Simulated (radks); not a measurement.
**Zr²⁺ in [Kr] 4d1 5d1: an all-electron calculation**

What are the levels of the zirconium ion Zr2+, how large are its shells, and how does its energy divide?

The numbers are computed with radks (a radial shooting solver on a logarithmic mesh, Libxc functionals) version 1 (non-relativistic Kohn-Sham, PBE, spin-unpolarised, spherical densities, point nucleus), except any that are marked as measured or tabulated.

## (1) The atom as given

* element: zirconium (Z = 40)
* charge: +2
* electrons: 38
* configuration: [Kr] 4d1 5d1

Outer shells as boxes (Hund's rule):

Zr²⁺
```
[Kr] core
4d [↑ ][  ][  ][  ][  ]
5d [↑ ][  ][  ][  ][  ]
```

## (2) Self-consistent calculation

The run's settings:

```text
Z 40
configuration [Kr] 4d1 5d1 5s0 5p0 4f0 6d0
relativity non-relativistic
functional pbe,pbe
spin unpolarised
nucleus point
```

**Question.** What will this run give?

**Answer**, as computed:

| quantity | value |
| --- | --- |
| total energy | -3539.27606 hartree |
| exchange-correlation share of it | 3.15 % |
| −T/E | 0.9995 |
| highest occupied level | 5d, -8.509 eV |
| most extended occupied level | 5d, <r> = 5.16 bohr |
| radius at density 0.001 e/bohr³ | 4.66 bohr |
| maxima of the radial density | 4 |

5 principal shells are occupied and 4 maxima appear in the radial density; where shells overlap, one shows as a shoulder or not at all. The ratio −T/E is 0.9995; for a non-relativistic Coulomb system it is 1 up to the kinetic part of correlation. This is not the tabulated ground configuration, so its levels and sizes aren't those of the ground state, and no measured value stands beside it.
